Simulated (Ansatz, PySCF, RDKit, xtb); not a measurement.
# Si2NH3Cl2F2: which of the isomers drawn lies lowest?, part 2 of 2

Which of a sample of isomers of Si2NH3Cl2F2 is the most stable in the gas at 298.15 K, and what are its properties? The sample is small against all isomers, and the most stable one of this formula need not be in it. One structure proposed beforehand is put among the starts (marked given), to see whether the search confirms or beats it.

xtb, Ansatz and PySCF; isolated molecules.

### 10 c214c at MP2/def2-TZVPP

input.yaml reads:

```yaml
crystal:
  periodic: [false, false, false]
  atoms:
    - {symbol: Cl, position_ang: [-2.388010, -1.504740, -2.602222]}
    - {symbol: Cl, position_ang: [-1.299692, -3.071181, 0.176879]}
    - {symbol: F, position_ang: [0.125673, -0.358707, 2.293268]}
    - {symbol: F, position_ang: [0.722535, 1.519211, 0.618494]}
    - {symbol: "N", position_ang: [-1.316836, -0.049486, -0.037984]}
    - {symbol: Si, position_ang: [0.231639, -0.017594, 0.719530]}
    - {symbol: Si, position_ang: [-2.269750, -1.393132, -0.541494]}
    - {symbol: H, position_ang: [1.228019, -0.913079, 0.121920]}
    - {symbol: H, position_ang: [-1.703146, 0.875722, -0.228493]}
    - {symbol: H, position_ang: [-3.652036, -1.348812, -0.027935]}
basis:
  gaussian:
    orbitals: def2-TZVPP
correlation:
  method: mp2
  frozen_orbitals: {Si: 5, F: 1, "N": 1, Cl: 5, H: 0}
```

Command:

```console
$ ansatz run input.yaml --threads 2 --pin off --max-ram 4350MiB --events-out events.jsonl --progress --plain --runs-dir runs
```

The log of the run:

```text
Warning: RAYON_NUM_THREADS=2 ignored (pool sized by the plan → 2); use --threads N
Functional definition: HF
  name "HF"
  exchange = exact_x
  correlation = 0
1829 factors; integrals over basis functions are off by at most 9.6e-4 eV
mean field evaluation 1: about -47681.0897 eV, gradient 4.9e1 eV
mean field evaluation 2: about -47681.4338 eV, gradient 4.9e1 eV
mean field evaluation 4: about -47686.0362 eV, gradient 3.3e0 eV
mean field evaluation 8: about -47686.1052 eV, gradient 2.8e-1 eV
mean field -47686.10546395 eV, -1752.4320529971 hartree, gradient 3.8e-6 eV, S^2 0.000000; 0 other end points of the search recorded, 0 dependent functions left out
23 core orbitals not correlated: weight in the atoms' cores, before any rotation towards them, 1.000 or more for the frozen orbitals, at most 0.000 for the correlated occupied ones
reference -47686.10546395 eV, -1752.4320529971 hartree; 22, 22 occupied and 258, 258 virtual orbitals, 1829 factors
second order -35.74587422 eV of doubles, -0.00000000 eV of singles
Total energy: -47721.85133817 eV, -1753.7456896453 hartree
```

Wall time 23 s (2 threads of AMD EPYC (Zen 3), shared host); peak memory 0.94 GiB.

### 11 c214b at CCSD(T)/def2-SVP

input.yaml reads:

```yaml
crystal:
  periodic: [false, false, false]
  atoms:
    - {symbol: Cl, position_ang: [1.712485, -1.680684, -0.556422]}
    - {symbol: Cl, position_ang: [-1.408596, -1.871803, -1.795650]}
    - {symbol: F, position_ang: [-2.710588, 1.761033, 0.143194]}
    - {symbol: F, position_ang: [-1.607124, 1.898186, -2.212578]}
    - {symbol: N, position_ang: [-0.225034, 0.653796, -0.341257]}
    - {symbol: Si, position_ang: [-1.305321, 1.955863, -0.625744]}
    - {symbol: Si, position_ang: [0.189879, -0.608615, -1.453845]}
    - {symbol: H, position_ang: [-0.782814, 3.277514, -0.245950]}
    - {symbol: H, position_ang: [0.111371, 0.510288, 0.609900]}
    - {symbol: H, position_ang: [0.639371, -0.085043, -2.754023]}
basis:
  gaussian: {orbitals: def2-SVP}
correlation: {method: ccsd_t, frozen_orbitals: {Si: 5, F: 1, "N": 1, Cl: 5, H: 0}}
```

Command:

```console
$ ansatz run input.yaml --threads 2 --pin off --max-ram 4350MiB --events-out events.jsonl --progress --plain --runs-dir runs
```

The log of the run, cut to the lines that bear on the results:

```text
Warning: RAYON_NUM_THREADS=2 ignored (pool sized by the plan → 2); use --threads N
[... 2 set-up lines as earlier in the session ...]
[...]
1200 factors; integrals over basis functions are off by at most 9.6e-4 eV
[...]
mean field -47662.56619747 eV, -1751.5670009092 hartree, gradient 1.6e-6 eV, S^2 0.000000; 0 other end points of the search recorded, 0 dependent functions left out
23 core orbitals not correlated: weight in the atoms' cores, before any rotation towards them, 1.000 or more for the frozen orbitals, at most 0.000 for the correlated occupied ones
reference -47662.56619747 eV, -1751.5670009092 hartree; 22, 22 occupied and 84, 84 virtual orbitals, 1200 factors
second order -26.69455951 eV of doubles, -0.00000000 eV of singles
cycle   1  -27.36303345 eV  change   -6.7e-1 eV  update   1.1e-1
[...]
cycle   8  -28.04271007 eV  change    4.5e-5 eV  update   3.3e-5
perturbative correction -0.57449773 eV, -0.0211124020 hartree
Total energy: -47691.18340526 eV, -1752.6186638981 hartree
```

Wall time 38 s (2 threads of AMD EPYC (Zen 3), shared host); peak memory 0.73 GiB.

### 12 The ranking

Energies in kcal/mol from c214c; G adds the thermal terms to the CCSD(T)/def2-SVP + MP2/def2-TZVPP - MP2/def2-SVP energy. The columns left of the relaxed level are at the tight-binding geometries.

```csv
label,SMILES,spin,GFN2-xTB,HF/STO-3G,r2SCAN-D4/def2-SVP,B3LYP-D3(BJ)/def2-SVP,HF/def2-SVP,MP2/def2-SVP,CCSD(T)/def2-SVP + MP2/def2-TZVPP - MP2/def2-SVP,G,share at equilibrium,T1
c214c,F[SiH](F)N[SiH](Cl)Cl,singlet,0.0,0.0,0.0,0.0,0.0,0.0,0.0,0.0,56.7 %,0.011
c214b,F[SiH](F)N[SiH](Cl)Cl,singlet,1.0,-1.3,0.4,0.1,0.0,0.0,0.3,0.3,36.0 %,0.011
c313c,F[Si@H](Cl)N[Si@H](F)Cl,singlet,1.1,0.4,1.1,0.5,0.8,0.8,1.0,1.6,4.1 %,0.011
c313a,F[Si@H](Cl)N[Si@H](F)Cl,singlet,1.2,-0.3,0.5,0.7,0.3,0.8,1.2,1.7,3.2 %,0.011
```

Lowest found: c214c, `F[SiH](F)N[SiH](Cl)Cl`, a singlet. Bond lengths: F3–Si6 1.614 Å, F4–Si6 1.616 Å, N5–Si6 1.724 Å, Cl1–Si7 2.067 Å, Cl2–Si7 2.067 Å, N5–Si7 1.722 Å, Si6–H8 1.467 Å, N5–H9 1.021 Å, Si7–H10 1.475 Å. Some angles: F3–Si6–F4 106.4°, F3–Si6–N5 111.4°, F4–Si6–N5 105.2°, Si6–N5–Si7 129.8°, Cl1–Si7–Cl2 109.2°, Cl1–Si7–N5 111.4°, Cl2–Si7–N5 105.8°, F3–Si6–H8 108.2°, F4–Si6–H8 110.4°, N5–Si6–H8 114.8°.

```xyz
10

Cl   -2.3880   -1.5047   -2.6022
Cl   -1.2997   -3.0712    0.1769
F     0.1257   -0.3587    2.2933
F     0.7225    1.5192    0.6185
N    -1.3168   -0.0495   -0.0380
Si    0.2316   -0.0176    0.7195
Si   -2.2698   -1.3931   -0.5415
H     1.2280   -0.9131    0.1219
H    -1.7031    0.8757   -0.2285
H    -3.6520   -1.3488   -0.0279
```

### 13 Density, orbitals and dipole (PBE0/def2-SVPD)

input.yaml reads:

```yaml
crystal:
  periodic: [false, false, false]
  atoms:
    - {symbol: Cl, position_ang: [-2.388010, -1.504740, -2.602222]}
    - {symbol: Cl, position_ang: [-1.299692, -3.071181, 0.176879]}
    - {symbol: F, position_ang: [0.125673, -0.358707, 2.293268]}
    - {symbol: F, position_ang: [0.722535, 1.519211, 0.618494]}
    - {symbol: "N", position_ang: [-1.316836, -0.049486, -0.037984]}
    - {symbol: Si, position_ang: [0.231639, -0.017594, 0.719530]}
    - {symbol: Si, position_ang: [-2.269750, -1.393132, -0.541494]}
    - {symbol: H, position_ang: [1.228019, -0.913079, 0.121920]}
    - {symbol: H, position_ang: [-1.703146, 0.875722, -0.228493]}
    - {symbol: H, position_ang: [-3.652036, -1.348812, -0.027935]}
basis:
  gaussian: {orbitals: def2-SVPD}
total_charge: 0
magnetization: {spin_polarized: false, initial_magnetization: 0}
hamiltonian: {xc: pbe0}
output: {forces: true, orbitals: {seedname: orbitals}}
```

Command:

```console
$ ansatz run input.yaml --threads 2 --pin off --max-ram 4350MiB --events-out events.jsonl --progress --plain --runs-dir runs
```

The log of the run, cut to the lines that bear on the results:

```text
Warning: RAYON_NUM_THREADS=2 ignored (pool sized by the plan → 2); use --threads N
Functional definition: PBE0
  name "PBE0"
[...]
1823 factors; integrals over basis functions are off by at most 1.1e-3 eV
[...]
mean field -47742.11427408 eV, -1754.4903388052 hartree, gradient 1.0e-5 eV, S^2 0.000000; 0 other end points of the search recorded, 0 dependent functions left out
[...]
reference -47742.11432019 eV, -1754.4903404997 hartree; 45, 45 occupied and 147, 147 virtual orbitals, 1823 factors
Total energy: -47742.11432019 eV, -1754.4903404997 hartree
Atom 0 at    -2.388010    -1.504740    -2.602222 Å, force    -0.013716    -0.020064     0.032023 eV/Å
Atom 1 at    -1.299692    -3.071181     0.176879 Å, force    -0.049935     0.047622    -0.050670 eV/Å
Atom 2 at     0.125673    -0.358707     2.293268 Å, force     0.013867    -0.028347     0.185734 eV/Å
Atom 3 at     0.722535     1.519211     0.618494 Å, force     0.054608     0.161012     0.010246 eV/Å
Atom 4 at    -1.316836    -0.049486    -0.037984 Å, force     0.005665     0.136282    -0.012507 eV/Å
Atom 5 at     0.231639    -0.017594     0.719530 Å, force    -0.190131    -0.127623    -0.216521 eV/Å
Atom 6 at    -2.269750    -1.393132    -0.541494 Å, force     0.119108     0.023932     0.053552 eV/Å
Atom 7 at     1.228019    -0.913079     0.121920 Å, force     0.070032    -0.032167    -0.000111 eV/Å
Atom 8 at    -1.703146     0.875722    -0.228493 Å, force     0.036459    -0.135229     0.010917 eV/Å
Atom 9 at    -3.652036    -1.348812    -0.027935 Å, force    -0.045958    -0.025417    -0.012663 eV/Å
Dipole moment:    -0.255568     0.101208    -0.152660 e Å
```

Run time: 17 s. Hardware: 2 threads of AMD EPYC (Zen 3), shared host; peak memory 0.67 GiB.

### 14 Electronic excitations (TD-CAM-B3LYP/def2-SVPD)

An in-house driver calls PySCF's response routines at TD-CAM-B3LYP/def2-SVPD; it has no typed input.

The log of the run:

```text
coarse grid: 11592 points
cycle   1  E = -1754.9326415232  dE =  6.277e-01  |g| = 8.095e-01  |ddm| = 4.592e+00
cycle   2  E = -1754.9032090808  dE =  2.943e-02  |g| = 9.803e-01  |ddm| = 2.064e+00
cycle   3  E = -1755.0681795959  dE = -1.650e-01  |g| = 7.593e-02  |ddm| = 8.735e-01
cycle   4  E = -1755.0691482651  dE = -9.687e-04  |g| = 3.070e-02  |ddm| = 1.338e-01
cycle   5  E = -1755.0693458483  dE = -1.976e-04  |g| = 8.226e-03  |ddm| = 4.332e-02
cycle   6  E = -1755.0693602271  dE = -1.438e-05  |g| = 2.636e-03  |ddm| = 1.437e-02
cycle   7  E = -1755.0693619036  dE = -1.677e-06  |g| = 6.054e-04  |ddm| = 3.998e-03
final grid: 97664 points
cycle   8  E = -1755.2608419760  dE = -8.965e-06  |g| = 2.627e-03  |ddm| = 2.295e-02
cycle   9  E = -1755.2608415767  dE =  3.993e-07  |g| = 3.081e-03  |ddm| = 5.516e-03
cycle  10  E = -1755.2608433675  dE = -1.791e-06  |g| = 2.955e-04  |ddm| = 2.807e-03
cycle  11  E = -1755.2608433854  dE = -1.795e-08  |g| = 5.894e-05  |ddm| = 4.098e-04
cycle  12  E = -1755.2608433864  dE = -9.541e-10  |g| = 1.780e-05  |ddm| = 1.152e-04
converged SCF energy = -1755.2608433864

Static polarisability (au): isotropic 80.413, principal 71.707 79.996 89.536

Singlet excitations
state   eV       nm        f      main configurations
  1   7.6191    162.7   0.01394   H->L 0.89
  2   7.8562    157.8   0.00725   H->L+1 0.69
  3   8.0233    154.5   0.01500   H->L+2 0.53, H-1->L 0.10
  4   8.1749    151.7   0.03724   H-1->L 0.49, H-1->L+1 0.19
  5   8.2247    150.7   0.03146   H-2->L+1 0.20, H-2->L 0.16, H->L+2 0.12
  6   8.2992    149.4   0.02205   H->L+3 0.59
  7   8.4861    146.1   0.05402   H-2->L 0.21, H-1->L+2 0.20, H-1->L+1 0.12
  8   8.5554    144.9   0.08019   H-3->L 0.39, H-3->L+1 0.18

Triplet excitations (Tamm-Dancoff, eV): 7.2460 7.4639 7.6050
```

Wall time 44 s (2 threads of AMD EPYC (Zen 3), shared host); peak memory 0.88 GiB.

The roots found:

```csv
excited state,energy (eV),strength
1,7.619,0.0139
2,7.856,0.0073
3,8.023,0.0150
4,8.175,0.0372
5,8.225,0.0315
6,8.299,0.0221
7,8.486,0.0540
8,8.555,0.0802
```

### 15 NMR shieldings (GIAO PBE0/pcSseg-1)

An in-house driver calls PySCF's response routines at GIAO PBE0/pcSseg-1; it has no typed input.

The log of the run:

```text
coarse grid: 11592 points
cycle   1  E = -1754.8701956792  dE =  6.606e-01  |g| = 8.385e-01  |ddm| = 3.060e+00
cycle   2  E = -1754.7638835198  dE =  1.063e-01  |g| = 1.198e+00  |ddm| = 1.414e+00
cycle   3  E = -1754.9976150054  dE = -2.337e-01  |g| = 7.036e-02  |ddm| = 8.064e-01
cycle   4  E = -1754.9983077067  dE = -6.927e-04  |g| = 3.501e-02  |ddm| = 7.780e-02
cycle   5  E = -1754.9985150799  dE = -2.074e-04  |g| = 8.387e-03  |ddm| = 2.808e-02
cycle   6  E = -1754.9985292632  dE = -1.418e-05  |g| = 2.729e-03  |ddm| = 8.893e-03
cycle   7  E = -1754.9985306501  dE = -1.387e-06  |g| = 6.838e-04  |ddm| = 2.930e-03
final grid: 97664 points
cycle   8  E = -1755.0434604282  dE = -2.786e-05  |g| = 5.578e-03  |ddm| = 1.193e-02
cycle   9  E = -1755.0434566604  dE =  3.768e-06  |g| = 6.531e-03  |ddm| = 7.853e-03
cycle  10  E = -1755.0434649022  dE = -8.242e-06  |g| = 1.082e-03  |ddm| = 4.862e-03
cycle  11  E = -1755.0434651042  dE = -2.019e-07  |g| = 2.309e-04  |ddm| = 8.972e-04
cycle  12  E = -1755.0434651150  dE = -1.081e-08  |g| = 4.982e-05  |ddm| = 2.297e-04
cycle  13  E = -1755.0434651154  dE = -3.738e-10  |g| = 1.557e-05  |ddm| = 4.562e-05
converged SCF energy = -1755.0434651154

GIAO shielding tensors (ppm)
atom      isotropic    diamagn.    paramagn.     s11        s22        s33       span
  0 Cl     806.011    1146.994    -340.983    692.719    751.412    973.904    281.185
  1 Cl     863.454    1148.038    -284.584    754.888    841.040    994.433    239.545
  2 F      299.554     469.458    -169.904    241.510    280.343    376.810    135.301
  3 F      331.070     471.364    -140.294    266.232    329.236    397.743    131.511
  4 N      197.678     328.921    -131.243    173.278    196.834    222.922     49.644
  5 Si     393.978     878.360    -484.382    376.603    388.014    417.316     40.714
  6 Si     351.481     875.557    -524.076    317.768    365.872    370.802     53.034
  7 H       26.367      30.313      -3.945     22.210     25.543     31.349      9.139
  8 H       29.534      32.141      -2.607     22.073     27.710     38.819     16.746
  9 H       25.468      24.424       1.044     21.702     22.959     31.744     10.043
```

Run time: 23 s. Hardware: 2 threads of AMD EPYC (Zen 3), shared host; peak memory 0.98 GiB.

Isotropic shieldings, averaged over atoms that the bond graph makes equivalent (absolute, not shifts):

```csv
atoms,shielding (ppm)
"Cl1, Cl2",834.7
"F3, F4",315.3
N5,197.7
Si6,394.0
Si7,351.5
H8,26.37
H9,29.53
H10,25.47
```

### 16 The cation at the same geometry (PBE0/def2-SVPD)

Changes to input.yaml since step 13:

```diff
@@ -14,6 +14,9 @@
 basis:
-  gaussian: {orbitals: def2-SVPD}
-total_charge: 0
-magnetization: {spin_polarized: false, initial_magnetization: 0}
-hamiltonian: {xc: pbe0}
-output: {forces: true, orbitals: {seedname: orbitals}}
+  gaussian:
+    orbitals: def2-SVPD
+total_charge: 1
+magnetization:
+  spin_polarized: true
+  initial_magnetization: 1
+hamiltonian:
+  xc: {name: PBE0}
```

Command:

```console
$ ansatz run input.yaml --threads 2 --pin off --max-ram 4350MiB --events-out events.jsonl --progress --plain --runs-dir runs
```

The log of the run:

```text
Warning: RAYON_NUM_THREADS=2 ignored (pool sized by the plan → 2); use --threads N
[... 2 set-up lines as earlier in the session ...]
  parameter a = 0.25
  parameter kappa = 0.804
  parameter beta = 0.06672455060314922
  exchange = (1 - a)*pbe_x(kappa = kappa, mu = beta*pi^2/3) + a*exact_x
  correlation = pbe_c(beta = beta)
1823 factors; integrals over basis functions are off by at most 1.1e-3 eV
mean field evaluation 1: about -47717.2859 eV, gradient 6.0e1 eV
mean field evaluation 2: about -47682.3801 eV, gradient 1.1e2 eV
mean field evaluation 4: about -47727.8610 eV, gradient 2.4e1 eV
mean field evaluation 8: about -47731.1625 eV, gradient 1.3e0 eV
mean field evaluation 16: about -47731.2219 eV, gradient 5.1e-2 eV
mean field evaluation 32: about -47731.2220 eV, gradient 6.9e-5 eV
mean field -47731.22195502 eV, -1754.0900534626 hartree, gradient 3.4e-5 eV, S^2 0.757571; 6 other end points of the search recorded, 0 dependent functions left out
reference -47731.22200448 eV, -1754.0900552802 hartree; 45, 44 occupied and 147, 148 virtual orbitals, 1823 factors
Total energy: -47731.22200448 eV, -1754.0900552802 hartree
```

Wall time 55 s (2 threads of AMD EPYC (Zen 3), shared host); peak memory 0.95 GiB.

Difference from the parent: 10.89 eV.

### 17 The anion at the same geometry (PBE0/def2-SVPD)

Changes to input.yaml since step 16:

```diff
@@ -7,3 +7,3 @@
     - {symbol: F, position_ang: [0.722535, 1.519211, 0.618494]}
-    - {symbol: "N", position_ang: [-1.316836, -0.049486, -0.037984]}
+    - {symbol: N, position_ang: [-1.316836, -0.049486, -0.037984]}
     - {symbol: Si, position_ang: [0.231639, -0.017594, 0.719530]}
@@ -16,3 +16,2 @@
     orbitals: def2-SVPD
-total_charge: 1
 magnetization:
@@ -21,2 +20,5 @@
 hamiltonian:
-  xc: {name: PBE0}
+  xc: pbe0
+scf:
+  lower_state_search: "off"
+total_charge: -1
```

Command:

```console
$ ansatz run input.yaml --threads 2 --pin off --max-ram 4350MiB --events-out events.jsonl --progress --plain --runs-dir runs
```

The log of the run, cut to the lines that bear on the results:

```text
Warning: RAYON_NUM_THREADS=2 ignored (pool sized by the plan → 2); use --threads N
[... 2 set-up lines as earlier in the session ...]
[...]
1823 factors; integrals over basis functions are off by at most 1.1e-3 eV
[...]
mean field -47741.01680091 eV, -1754.4500074099 hartree, gradient 5.5e-6 eV, S^2 0.751365; 0 other end points of the search recorded, 0 dependent functions left out
reference -47741.01684232 eV, -1754.4500089319 hartree; 46, 45 occupied and 146, 147 virtual orbitals, 1823 factors
Total energy: -47741.01684232 eV, -1754.4500089319 hartree
Checks for a lower state left out: stability, starts, cluster_reference, orbital_swaps, neighbouring_geometries, increment
```

Wall time 46 s (2 threads of AMD EPYC (Zen 3), shared host); peak memory 0.92 GiB.

Parent less the species with the added electron: -1.10 eV. The extra electron isn't bound at this geometry, so the number measures the basis, not the molecule.

### 18 The triplet at the same geometry (PBE0/def2-SVPD)

input.yaml reads:

```yaml
crystal:
  periodic: [false, false, false]
  atoms:
    - symbol: Cl
      position_ang: [-2.388010, -1.504740, -2.602222]
    - symbol: Cl
      position_ang: [-1.299692, -3.071181, 0.176879]
    - symbol: F
      position_ang: [0.125673, -0.358707, 2.293268]
    - symbol: F
      position_ang: [0.722535, 1.519211, 0.618494]
    - symbol: "N"
      position_ang: [-1.316836, -0.049486, -0.037984]
    - symbol: Si
      position_ang: [0.231639, -0.017594, 0.719530]
    - symbol: Si
      position_ang: [-2.269750, -1.393132, -0.541494]
    - symbol: H
      position_ang: [1.228019, -0.913079, 0.121920]
    - symbol: H
      position_ang: [-1.703146, 0.875722, -0.228493]
    - symbol: H
      position_ang: [-3.652036, -1.348812, -0.027935]
basis:
  gaussian: {orbitals: def2-SVPD}
magnetization: {spin_polarized: true, initial_magnetization: 2}
hamiltonian: {xc: {name: PBE0}}
```

Command:

```console
$ ansatz run input.yaml --threads 2 --pin off --max-ram 4350MiB --events-out events.jsonl --progress --plain --runs-dir runs
```

The log of the run, cut to the lines that bear on the results:

```text
Warning: RAYON_NUM_THREADS=2 ignored (pool sized by the plan → 2); use --threads N
[... 7 set-up lines as earlier in the session ...]
1823 factors; integrals over basis functions are off by at most 1.1e-3 eV
mean field evaluation 1: about -47724.8110 eV, gradient 4.8e1 eV
mean field evaluation 2: about -47694.5044 eV, gradient 8.9e1 eV
mean field evaluation 4: about -47730.5556 eV, gradient 2.6e1 eV
mean field evaluation 8: about -47734.7318 eV, gradient 1.6e0 eV
mean field evaluation 16: about -47735.0385 eV, gradient 4.7e-1 eV
mean field evaluation 32: about -47734.9777 eV, gradient 3.4e-1 eV
mean field evaluation 64: about -47734.5432 eV, gradient 4.1e-1 eV
mean field -47735.04658580 eV, -1754.2306060516 hartree, gradient 4.8e-6 eV, S^2 2.006337; 8 other end points of the search recorded, 0 dependent functions left out
reference -47735.04663455 eV, -1754.2306078429 hartree; 46, 44 occupied and 146, 148 virtual orbitals, 1823 factors
Total energy: -47735.04663455 eV, -1754.2306078429 hartree
```

Run time: 85 s. Hardware: 2 threads of AMD EPYC (Zen 3), shared host; peak memory 0.94 GiB.

It lies 7.07 eV above the singlet.

### 19 Results

This closing draws on all 2 parts.

```
                                           quantity                                                                     value
                             lowest structure found                                            F[SiH](F)N[SiH](Cl)Cl, singlet
                                      next finalist                  F[SiH](F)N[SiH](Cl)Cl, singlet, 0.3 kcal/mol higher in G
          share at equilibrium, among the finalists                                                                    56.7 %
                                             funnel  41 starts, 39 minima at GFN2-xTB, 15 screening runs, 5 relaxed, 4 ranked
                               CPU time of all runs                                                                    48 min
                     dipole moment (PBE0/def2-SVPD)                                                                    1.51 D
                       HOMO energy (PBE0/def2-SVPD)                                                                  -9.00 eV
                       LUMO energy (PBE0/def2-SVPD)                                                                  -0.31 eV
                     HOMO–LUMO gap (PBE0/def2-SVPD)                                                                   8.69 eV
         lowest excitation (TD-CAM-B3LYP/def2-SVPD)                                                       7.62 eV (f = 0.014)
       strongest of the states computed, same level                                                       8.56 eV (f = 0.080)
lowest triplet excitation, same level, Tamm-Dancoff                                                                   7.25 eV
                         vertical ionisation energy                                                                  10.89 eV
                         vertical electron affinity                        -1.10 eV (unbound: the value depends on the basis)
                      vertical triplet less singlet                                                                  +7.07 eV
```

What this shows: The search ends on `F[SiH](F)N[SiH](Cl)Cl`. The next finalist is drawn with the same bonds. At 0.3 kcal/mol the two aren't resolved. GFN2-xTB, r2SCAN-D4/def2-SVP, B3LYP-D3(BJ)/def2-SVP, HF/def2-SVP and MP2/def2-SVP already put its bonding pattern lowest among the structures in one piece; HF/STO-3G favours the singlet F[Si](F)(Cl)N[SiH2]Cl (c091c, not a finalist). The largest share of the time went into the relaxations (50 %). 22 minima inside the window were never screened. The search beats the structure proposed beforehand. Lowest found is not proven lowest: the search is finite, and each finalist counts with one conformer. Only 11 drawn patterns were tried, so whole families of isomers are missing, and the result ranks this sample alone.
